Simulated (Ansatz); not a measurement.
# Ta: densities and their differences

Aim: see in Ta how the density differs from that of free atoms, which states sit where, how expansion changes the bonding charge, where a hole goes and where an added electron goes. The geometry is as listed and is not relaxed.

Computed with Ansatz 0.2.0 (DFT PBEsol, scalar-relativistic, plane waves, PAW, unless a step's input says otherwise).

### Step 1. The starting structure

It takes space group Im-3m (No. 229, cubic). The conventional cell has a = 3.303 Å, b = 3.303 Å, c = 3.303 Å, α = 90.00°, β = 90.00°, γ = 90.00°. Ta (site symmetry m-3m) is surrounded by 8 Ta at 2.86 Å.

Coordinates:

```cif
data_structure
_symmetry_space_group_name_H-M 'P 1'
_symmetry_Int_Tables_number 1
_cell_length_a 2.8601
_cell_length_b 2.8601
_cell_length_c 2.8601
_cell_angle_alpha 109.471
_cell_angle_beta 109.471
_cell_angle_gamma 109.471
_cell_volume 18.01
loop_
_atom_site_label
_atom_site_type_symbol
_atom_site_fract_x
_atom_site_fract_y
_atom_site_fract_z
_atom_site_occupancy
Ta1 Ta 0.00000 0.00000 0.00000 1
```

The structure comes from the Crystallography Open Database.

### Step 2. The base run

Input file input.yaml:

```yaml
crystal:
  lattice:
    - [-1.65128, 1.65128, 1.65128]
    - [1.65128, -1.65128, 1.65128]
    - [1.65128, 1.65128, -1.65128]
  atoms:
    - { symbol: Ta, position: [0.0, 0.0, 0.0] }
basis:
  ecutwfc: 420
  fft_grid_basis: typed
kpoints:
  mp_grid: { grid: [14, 14, 14] }
hamiltonian:
  xc: pbesol
scf:
  occupations: { method: gaussian, width: 0.05 }
output:
  forces: true
  stress: true
  eigenvalues: true
  bader: true
  write_density: true
  volumetric_format: npy
  elf: true
```

Run with:

```
$ ansatz run input.yaml --threads 1 --pin off --max-ram 2560MiB --backend cpu --events-out ev --progress --plain --runs-dir out
```

### Step 4. Energy-resolved densities and projections

The windows are set from the levels of the base run, in eV from its Fermi level.

Changes to input.yaml since step 2:

```diff
@@ -16,9 +16,26 @@
   occupations: { method: gaussian, width: 0.05 }
+  n_extra_bands: 6
 output:
   forces: true
-  stress: true
+  stress: false
   eigenvalues: true
-  bader: true
-  write_density: true
+  bader: false
+  write_density: false
   volumetric_format: npy
-  elf: true
+  band_densities:
+    - { e_range: [-0.25, 0.25] }
+    - { e_range: [-1.2, 0.0] }
+    - { e_range: [0.0, 1.2] }
+    - { e_range: [-7.9, -5.25] }
+    - { e_range: [-5.25, -2.63] }
+  dos:
+    e_range: [-30, 8]
+    de: 0.02
+    method: { smearing: { sigma: 0.03, scheme: gaussian } }
+    projected: { site_lists: { Ta: [Ta] } }
+checkpoint:
+  read: start.run
+  write: ck
+  compress: false
+  write_wavefunctions: false
+  write_every: 100000
```

### Step 5. The cell at 106 % of its volume

Fractional coordinates and the k mesh are kept.

Changes to input.yaml since step 2:

```diff
@@ -2,5 +2,5 @@
   lattice:
-    - [-1.65128, 1.65128, 1.65128]
-    - [1.65128, -1.65128, 1.65128]
-    - [1.65128, 1.65128, -1.65128]
+    - [-1.6836662614, 1.6836662614, 1.6836662614]
+    - [1.6836662614, -1.6836662614, 1.6836662614]
+    - [1.6836662614, 1.6836662614, -1.6836662614]
   atoms:
```

### Step 6. Removing 0.2 electron a cell

A uniform background keeps the cell neutral, and the atoms stay fixed.

Changes to input.yaml since step 2:

```diff
@@ -7,2 +7,3 @@
     - { symbol: Ta, position: [0.0, 0.0, 0.0] }
+total_charge: 0.2
 basis:
@@ -23,2 +24 @@
   volumetric_format: npy
-  elf: true
```

### Step 7. Adding 0.2 electron a cell

A uniform background keeps the cell neutral, and the atoms stay fixed.

Changes to input.yaml since step 2:

```diff
@@ -7,2 +7,3 @@
     - { symbol: Ta, position: [0.0, 0.0, 0.0] }
+total_charge: -0.2
 basis:
@@ -23,2 +24 @@
   volumetric_format: npy
-  elf: true
```

(Steps that only read results are left out.)

What does the calculation give? Wanted: gap on the mesh; pressure; the states at the Fermi level; at 106 % volume.

As calculated:

```
                     quantity                          value
              gap on the mesh                   none (metal)
                     pressure                       -3.8 GPa
the states at the Fermi level  Ta 5d (90 %) and Ta 6s (10 %)
              at 106 % volume    -14.3 GPa, gap none (metal)
```

Ta–Ta (2.86 Å): Δρ is +0.02 e/Å³ at the midpoint. Outside the cores the largest gain is 0.04 e/Å³, 1.8 Å from a Ta nucleus, and the largest loss 0.07 e/Å³, at the edge of the Ta core regions. Ta–Ta goes from 2.86 to 2.92 Å with the volume, and the deformation density at its midpoint stays at +0.02 e/Å³. Outside the cores the change of density is densest at the edge of the Ta core regions. The runs treat Ta without spin-orbit coupling.
